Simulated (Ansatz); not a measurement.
# GeH₃Br: small, medium and large basis sets

One table from this session's results is given with a row withheld; the runs are named, their logs left out.

Computed with Ansatz 0.2.0, Gaussian basis. Level: one geometry, several basis sets.

Plan: PBE0-D4/def2-SVP; ωB97M-V/def2-SVP; PBE0-D4/def2-QZVPP; ωB97M-V/def2-QZVPP; the functionals' def2-TZVPP values are taken from earlier runs.

### Structure used throughout

The geometry comes from an earlier relaxation with PBE0-D4 in a triple-zeta def2 set; it is a stationary point.

SMILES `[GeH3][Br]`, 5 atoms, charge 0, spin multiplicity 1.

Atoms are counted from 1 here; the program's logs count them from 0.

Bond lengths: Ge1–Br2 2.309 Å, Ge1–H3 1.532 Å, Ge1–H4 1.532 Å, Ge1–H5 1.532 Å. Angles: Br2–Ge1–H3 107.2°, Br2–Ge1–H4 107.2°, Br2–Ge1–H5 107.2°, H3–Ge1–H4 111.7°, H3–Ge1–H5 111.7°, H4–Ge1–H5 111.7°.

As a file:

```
Ge    0.1491   -0.0011   -0.1375
Br   -1.5388   -0.1665    1.4298
H     0.1386    1.4371   -0.6638
H    -0.1621   -1.0110   -1.2461
H     1.4632   -0.3322    0.5760
```

Set-up of the first run:

in.yaml

```yaml
crystal:
  periodic: [false, false, false]
  atoms:
    - {symbol: Ge, position_ang: [0.149106, -0.001111, -0.137488]}
    - {symbol: Br, position_ang: [-1.538842, -0.166535, 1.429849]}
    - {symbol: H, position_ang: [0.138593, 1.437103, -0.663841]}
    - {symbol: H, position_ang: [-0.162095, -1.010972, -1.246056]}
    - {symbol: H, position_ang: [1.463238, -0.332185, 0.576036]}
basis:
  gaussian: {orbitals: def2-SVP}
hamiltonian: {xc: pbe0, dispersion: d4}
output: {orbitals: {seedname: orbitals}}
```

Command:

```
$ ansatz run in.yaml --threads 4 --pin off --events-out ev --progress --plain --max-ram 10444MiB
```

Among the steps run: PBE0-D4 in def2-SVP; ωB97M-V in def2-SVP; PBE0-D4 in def2-QZVPP; ωB97M-V in def2-QZVPP.

One table of the session follows, with a row left open; its other results are not shown here.

It belongs to the step «Functionals by basis». 

| functional | basis | HOMO (eV) |
| --- | --- | --- |
| PBE0-D4 | def2-SVP | -8.13 |
| PBE0-D4 | def2-TZVPP | ? |
| PBE0-D4 | def2-QZVPP | -8.27 |
| ωB97M-V | def2-SVP | -10.31 |
| ωB97M-V | def2-TZVPP | -10.47 |
| ωB97M-V | def2-QZVPP | -10.48 |

Q: Estimate the row for PBE0-D4, def2-TZVPP from the others.

**Answer.** HOMO (eV): -8.26. In the column «HOMO (eV)» it lies between PBE0-D4, def2-QZVPP (-8.27) and PBE0-D4, def2-SVP (-8.13).
